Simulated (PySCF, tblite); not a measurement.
# C₁₀H₁₁N: geometry, infrared bands and NMR shifts

Wanted: the infrared bands and NMR shifts of C₁₀H₁₁N (`C=CC(=C)Cc1ccccn1`), by calculation.

Programs: tblite 0.8.0 and PySCF 2.14.0, with density-fitted response routines of our own. Each step states its level of theory. These are calculated values for one molecule in the gas phase, unless marked as measured. Atoms are numbered from 0 throughout.

## (1) Starting geometry

22 atoms, charge 0, multiplicity 1; geometry from: force field or distance geometry start.

Bonds of the start (Å): C0–C1 1.30, C1–C2 1.45, C2–C3 1.34, C2–C4 1.46, C4–C5 1.46, C5–C6 1.40, C6–C7 1.38, C7–C8 1.38, C8–C9 1.38, C9–N10 1.34, N10–C5 1.33, C0–H11 1.06, C0–H12 1.12, C1–H13 1.11, C3–H14 1.10, C3–H15 1.08, C4–H16 1.13, C4–H17 1.12, C6–H18 1.09, C7–H19 1.09, C8–H20 1.07, C9–H21 1.09.

## (2) Optimising the geometry with GFN2-xTB

What the job is given:

```
{"job": {"kind": "relax", "xc": "GFN2-xTB", "basis": "xTB"}, "charge": 0, "multiplicity": 1}
C     -2.542300     1.017300     0.471700
C     -2.374600    -0.246000     0.715300
C     -1.438800    -1.157700     0.097000
C     -1.457000    -2.425300     0.521200
C     -0.491300    -0.858600    -0.979100
C      0.579200     0.086300    -0.668700
C      1.717600    -0.438700    -0.038700
C      2.803800     0.339700     0.311400
C      2.786600     1.692000     0.024700
C      1.645500     2.170900    -0.592200
N      0.600100     1.395100    -0.924900
H     -2.039300     1.606500    -0.256800
H     -3.313600     1.564500     1.071500
H     -3.003000    -0.675300     1.520400
H     -2.151900    -2.712000     1.329600
H     -0.784600    -3.166900     0.104900
H     -1.083700    -0.341000    -1.794900
H     -0.099200    -1.839700    -1.364200
H      1.779500    -1.497800     0.215200
H      3.674700    -0.090600     0.803300
H      3.585000     2.360900     0.267100
H      1.597000     3.235900    -0.834600
```

Run with:

```bash
> OMP_NUM_THREADS=1 python probes_run.py task.json out
```

This one command runs all jobs of the session in turn.

**Question.** This job is followed by: GFN2-xTB harmonic vibrations, gas phase; GIAO PBE0/pcSseg-1 NMR shielding, non-relativistic, gas phase. Predict these results of the whole session: strongest single infrared mode (GFN2-xTB); zero-point energy (GFN2-xTB); 13C shifts against TMS (PBE0/pcSseg-1); 1H shifts against TMS (PBE0/pcSseg-1, means over atoms taken as alike); 15N shifts against NH3 (PBE0/pcSseg-1).

**Answer**, as computed:

| quantity | value |
| --- | --- |
| strongest single infrared mode (GFN2-xTB) | 1587 cm⁻¹, 67 km/mol |
| zero-point energy (GFN2-xTB) | 111.6 kcal/mol |
| 13C shifts against TMS (PBE0/pcSseg-1) | 167.8, 155.8, 154.6, 144.4, 142.2, 127.9, 127.8, 125.8, 123.8, 48.5 ppm |
| 1H shifts against TMS (PBE0/pcSseg-1, means over atoms taken as alike) | 8.81, 7.86, 7.64, 7.21, 6.47, 6.16, 5.52, 5.40, 5.30, 3.97 ppm |
| 15N shifts against NH3 (PBE0/pcSseg-1) | 356.8 ppm |

**Reading.** The optimisation took 125 steps and gained 0.575 eV; among the close pairs (by a distance rule), C4–C5 changed most, from 1.461 to 1.505 Å. All 60 modes are real, so the xTB geometry is a minimum. The strongest single mode, at 1587 cm⁻¹, is carried by C9, C6, C7, C8. Unscaled tight-binding wavenumbers are off by several per cent, some by more. Its intensities can rank the bands wrongly. At PBE0/pcSseg-1: Shielding is most anisotropic at N10 (span 652 ppm, paramagnetic term -420 ppm). NICS(1)zz of -28 ppm above the planar ring from C5 marks a diatropic (aromatic) ring current.
